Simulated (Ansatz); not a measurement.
# TePb: the cost of one run

Program: Ansatz 0.2.0. Level of theory: reference: DFT, HSE06, plane waves, PAW. These are calculated values, not measurements.

2 further runs of the same task are left out: 2 that didn't finish.

### 1 The system as given

Symmetry: Fm-3m, No. 225, cubic system. Conventional cell: a = 6.536 Å, b = 6.536 Å, c = 6.536 Å, α = 90.00°, β = 90.00°, γ = 90.00°. Te (site symmetry m-3m) is surrounded by 6 Pb at 3.27 Å. Pb (site symmetry m-3m) is surrounded by 6 Te at 3.27 Å.

Coordinates:

```cif
data_structure
_symmetry_space_group_name_H-M 'P 1'
_symmetry_Int_Tables_number 1
_cell_length_a 4.6214
_cell_length_b 4.6214
_cell_length_c 4.6214
_cell_angle_alpha 60.000
_cell_angle_beta 60.000
_cell_angle_gamma 60.000
_cell_volume 69.79
loop_
_atom_site_label
_atom_site_type_symbol
_atom_site_fract_x
_atom_site_fract_y
_atom_site_fract_z
_atom_site_occupancy
Te1 Te 0.50000 0.50000 0.50000 1
Pb1 Pb 0.00000 0.00000 0.00000 1
```

### 2 Reference

input.yaml reads:

```yaml
crystal:
  lattice:
    - [0.0, 3.2678555508, 3.2678555508]
    - [3.2678555508, 0.0, 3.2678555508]
    - [3.2678555508, 3.2678555508, 0.0]
  atoms:
    - { symbol: Te, position: [0.5, 0.5, 0.5] }
    - { symbol: Pb, position: [0.0, 0.0, 0.0] }
kpoints:
  mp_grid: { grid: [4, 4, 4] }
hamiltonian:
  xc: hse06
scf:
  occupations: { method: fixed }
  n_extra_bands: 4
output:
  forces: true
  stress: true
  eigenvalues: true
```

Started as:

```console
$ ansatz run input.yaml --threads 4 --pin off --max-ram 3686MiB --backend cpu --events-out ev --progress --plain --runs-dir out
```

What time and memory should one allow on 4 threads of Arm Neoverse N1, shared host?

About 16 s, with a peak of 0.88 GiB.
